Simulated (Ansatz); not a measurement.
# CH7FOSSi2: vertical ionisation energy

An exercise on one series of results from a longer session: the logs are not shown, and one member is left open.

The runs use Ansatz 0.2.0, Gaussian basis; unrestricted cation, the program's frozen cores in correlated methods.

Plan: UKS PBE-D4/def2-TZVPP; UKS r2SCAN-D4/def2-TZVPP; UKS PBE0-D4/def2-TZVPP; UKS B3LYP-D4/def2-TZVPP; UKS wB97X-V/def2-TZVPP; UKS wB97M-V/def2-TZVPP; UKS B2PLYP/def2-TZVPP; UHF-CCSD(T)/def2-TZVPP; UHF-MP2/def2-QZVPP; extrapolation to the limit; then −ε(HOMO) from the neutral's earlier runs with LDA (SPW92), PBE-D4, revPBE-D4, BLYP-D4, r2SCAN-D4, B97M-V, PBE0-D4, B3LYP-D4, r2SCANh-D4, r2SCAN0-D4, HSE06-D4, BHLYP-D4, CAM-B3LYP-D4, LC-ωPBE, ωB97X-V, ωB97M-V.

## The relaxed structure

The geometry comes from an earlier relaxation with PBE0-D4 in a triple-zeta def2 set; it is a stationary point, not always the lowest conformer.

SMILES `CO[SiH2]S[SiH2]F`, 13 atoms, charge 0, spin multiplicity 1.

Atoms are counted from 1 here; the program's logs count them from 0.

Bond lengths: C1–O2 1.413 Å, C1–H7 1.090 Å, C1–H8 1.095 Å, C1–H9 1.094 Å, O2–Si3 1.629 Å, Si3–S4 2.150 Å, Si3–H10 1.488 Å, Si3–H11 1.476 Å, S4–Si5 2.112 Å, Si5–F6 1.601 Å, Si5–H12 1.479 Å, Si5–H13 1.479 Å. Angles: O2–C1–H7 107.9°, O2–C1–H8 111.4°, O2–C1–H9 111.0°, H7–C1–H8 108.9°, H7–C1–H9 109.1°, H8–C1–H9 108.5°, C1–O2–Si3 124.4°, O2–Si3–S4 112.5°, O2–Si3–H10 111.2°, O2–Si3–H11 106.0°, S4–Si3–H10 106.9°, S4–Si3–H11 107.5°, H10–Si3–H11 112.7°, Si3–S4–Si5 99.1°, S4–Si5–F6 111.0°, S4–Si5–H12 106.9°, S4–Si5–H13 111.9°, F6–Si5–H12 108.1° and more.

Set-up of the first run:

File in.yaml:

```yaml
crystal:
  periodic: [false, false, false]
  atoms:
    - {symbol: C, position_ang: [-1.992004, 0.114997, 0.571150]}
    - {symbol: O, position_ang: [-1.234290, -0.942151, 1.124498]}
    - {symbol: Si, position_ang: [0.381910, -1.087335, 0.983740]}
    - {symbol: S, position_ang: [1.013522, -1.312255, -1.058922]}
    - {symbol: Si, position_ang: [1.596862, 0.680010, -1.448776]}
    - {symbol: F, position_ang: [0.333760, 1.663879, -1.415258]}
    - {symbol: H, position_ang: [-3.019843, 0.007580, 0.918653]}
    - {symbol: H, position_ang: [-1.610304, 1.090577, 0.889625]}
    - {symbol: H, position_ang: [-1.978111, 0.076606, -0.521697]}
    - {symbol: H, position_ang: [1.077756, 0.111785, 1.522917]}
    - {symbol: H, position_ang: [0.744083, -2.326761, 1.698736]}
    - {symbol: H, position_ang: [2.160685, 0.702523, -2.815661]}
    - {symbol: H, position_ang: [2.546574, 1.185844, -0.434405]}
basis:
  gaussian: {orbitals: def2-TZVPP}
total_charge: 1
magnetization: {spin_polarized: true, initial_magnetization: 1}
hamiltonian: {xc: pbe, dispersion: d4}
```

Launch:

```sh
ansatz run in.yaml --threads 2 --pin off --events-out ev --progress --plain --max-ram 20480MiB --backend cuda --devices 0, --max-vram 18GiB
```

Among the steps run: Cation, UKS PBE-D4/def2-TZVPP; Cation, UKS r2SCAN-D4/def2-TZVPP; Cation, UKS PBE0-D4/def2-TZVPP; Cation, UKS B3LYP-D4/def2-TZVPP; Cation, UKS wB97X-V/def2-TZVPP; Cation, UKS wB97M-V/def2-TZVPP; Cation, UKS B2PLYP (frozen core)/def2-TZVPP; Cation, UHF-CCSD(T)/def2-TZVPP; Cation, UHF-MP2/def2-QZVPP.

One of the session's tables, all rows but one given; the rest of the session is left out.

For comparison, −ε(HOMO) of the neutral from earlier runs:

| functional | −ε(HOMO) (eV) |
| --- | --- |
| LDA (SPW92) | 6.94 |
| PBE-D4 | 6.80 |
| revPBE-D4 | 6.74 |
| BLYP-D4 | 6.61 |
| r2SCAN-D4 | 7.10 |
| B97M-V | 7.24 |
| PBE0-D4 | 8.04 |
| B3LYP-D4 | 7.76 |
| r2SCANh-D4 | 7.55 |
| r2SCAN0-D4 | 8.23 |
| HSE06-D4 | 7.63 |
| BHLYP-D4 | 9.09 |
| CAM-B3LYP-D4 | 9.32 |
| LC-ωPBE | 10.73 |
| ωB97X-V | ? |
| ωB97M-V | 10.22 |

Q: Estimate the row for ωB97X-V from the others.

As computed: −ε(HOMO) (eV): 10.38. In the column «−ε(HOMO) (eV)» it lies between ωB97M-V (10.22) and LC-ωPBE (10.73).

Caveats from the session: The cation may have settled in a state other than its lowest; no search over hole states beyond the program's own was made.
